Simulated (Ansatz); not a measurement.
# BClH₅NSi: basis-set convergence

An exercise on one series of results from a longer session: the logs are not shown, and one member is left open.

The runs use Ansatz 0.2.0, Gaussian basis; one geometry, several basis sets.

Levels to be run: PBE0-D4/def2-SVP; ωB97M-V/def2-SVP; PBE0-D4/def2-QZVPP; ωB97M-V/def2-QZVPP; the functionals' def2-TZVPP values are taken from earlier runs.

## The relaxed structure

All runs share one geometry, relaxed beforehand with PBE0-D4 in a triple-zeta def2 set.

SMILES `NB[SiH2]Cl`, 9 atoms, charge 0, spin multiplicity 1.

Atoms are counted from 1 here; the program's logs count them from 0.

Bond lengths: N1–B2 1.384 Å, N1–H5 1.008 Å, N1–H6 1.007 Å, B2–Si3 2.014 Å, B2–H7 1.198 Å, Si3–Cl4 2.073 Å, Si3–H8 1.487 Å, Si3–H9 1.491 Å. Angles: B2–N1–H5 123.0°, B2–N1–H6 123.7°, H5–N1–H6 113.2°, N1–B2–Si3 120.3°, N1–B2–H7 118.3°, Si3–B2–H7 121.4°, B2–Si3–Cl4 109.0°, B2–Si3–H8 113.3°, B2–Si3–H9 113.0°, Cl4–Si3–H8 106.8°, Cl4–Si3–H9 106.6°, H8–Si3–H9 107.7°.

Geometry (Å):

```xyz
9
charge 0, multiplicity 1
N     0.3426    1.6199   -0.1058
B    -0.4496    0.5784    0.3448
Si    0.0979   -1.3308    0.0113
Cl   -1.3756   -2.2689   -1.1049
H     0.1055    2.5896    0.0312
H     1.2039    1.4894   -0.6111
H    -1.4616    0.8456    0.9269
H     0.2620   -2.1230    1.2594
H     1.3634   -1.4467   -0.7688
```

Set-up of the first run:

The input, in.yaml:

```yaml
crystal:
  periodic: [false, false, false]
  atoms:
    - {symbol: N, position_ang: [0.342580, 1.619927, -0.105831]}
    - {symbol: B, position_ang: [-0.449629, 0.578423, 0.344772]}
    - {symbol: Si, position_ang: [0.097887, -1.330768, 0.011286]}
    - {symbol: Cl, position_ang: [-1.375617, -2.268895, -1.104942]}
    - {symbol: H, position_ang: [0.105473, 2.589605, 0.031241]}
    - {symbol: H, position_ang: [1.203869, 1.489438, -0.611087]}
    - {symbol: H, position_ang: [-1.461598, 0.845602, 0.926915]}
    - {symbol: H, position_ang: [0.261966, -2.122966, 1.259378]}
    - {symbol: H, position_ang: [1.363370, -1.446667, -0.768831]}
basis:
  gaussian: {orbitals: def2-SVP}
hamiltonian: {xc: pbe0, dispersion: d4}
output: {orbitals: {seedname: orbitals}}
```

Command:

```
$ ansatz run in.yaml --threads 2 --pin off --events-out ev --progress --plain --max-ram 4352MiB
```

Among the steps run: PBE0-D4 in def2-SVP; ωB97M-V in def2-SVP; PBE0-D4 in def2-QZVPP; ωB97M-V in def2-QZVPP.

One table of the session follows, with a row left open; its other results are not shown here.

It belongs to the step «Functionals by basis». 

| functional | basis | HOMO (eV) |
| --- | --- | --- |
| PBE0-D4 | def2-SVP | -7.71 |
| PBE0-D4 | def2-TZVPP | -7.84 |
| PBE0-D4 | def2-QZVPP | -7.86 |
| ωB97M-V | def2-SVP | -9.81 |
| ωB97M-V | def2-TZVPP | ? |
| ωB97M-V | def2-QZVPP | -10.01 |

Estimate the missing values for ωB97M-V, def2-TZVPP.

The run gave: HOMO (eV): -9.98. In the column «HOMO (eV)» it lies between ωB97M-V, def2-QZVPP (-10.01) and ωB97M-V, def2-SVP (-9.81).
